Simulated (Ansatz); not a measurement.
# Cu (Copper): the cost of one run

Method: DFT r2SCAN, scalar-relativistic, plane waves, PAW, in Ansatz 0.2.0.

## 1. The structure to begin with

The structure is cubic, space group Fm-3m (No. 225). Conventional cell: a = 3.615 Å, b = 3.615 Å, c = 3.615 Å, α = 90.00°, β = 90.00°, γ = 90.00°. Cu (site symmetry m-3m) has 12 Cu at 2.56 Å as nearest neighbours.

Coordinates:

```
Cu
1.0
     0.00000    1.80750    1.80750
     1.80750    0.00000    1.80750
     1.80750    1.80750    0.00000
Cu
1
Direct
  0.00000 0.00000 0.00000
```

The structure comes from the Crystallography Open Database.

(A quick probe on a coarse mesh, which set the mesh and smearing, is not shown.)

## 3. Relaxing cell and atoms

Input file input.yaml:

```yaml
crystal:
  lattice:
    - [0.0, 1.8075, 1.8075]
    - [1.8075, 0.0, 1.8075]
    - [1.8075, 1.8075, 0.0]
  atoms:
    - { symbol: Cu, position: [0.0, 0.0, 0.0] }
basis:
  ecutwfc: 500
kpoints:
  mp_grid: { grid: [20, 20, 20] }
hamiltonian:
  xc: r2scan
scf:
  occupations: { method: gaussian, width: 0.1 }
output:
  forces: true
  stress: true
  eigenvalues: true
  write_density: true
  write_potential: true
  elf: true
  volumetric_format: npy
relax:
  adjacent_minimum: "off"
  f_tol: 0.005
  max_steps: 80
  cell: { stress_tol: 0.05 }
```

The run is started by

```sh
ansatz run input.yaml --threads 2 --pin off --max-ram 5120MiB --backend cpu --events-out ev --progress --plain --runs-dir out
```

What time and memory should one allow on 2 threads of Intel Xeon Platinum 8375C at 2.90GHz (Ice Lake), shared host?

About 18 s, with a peak of 0.45 GiB.
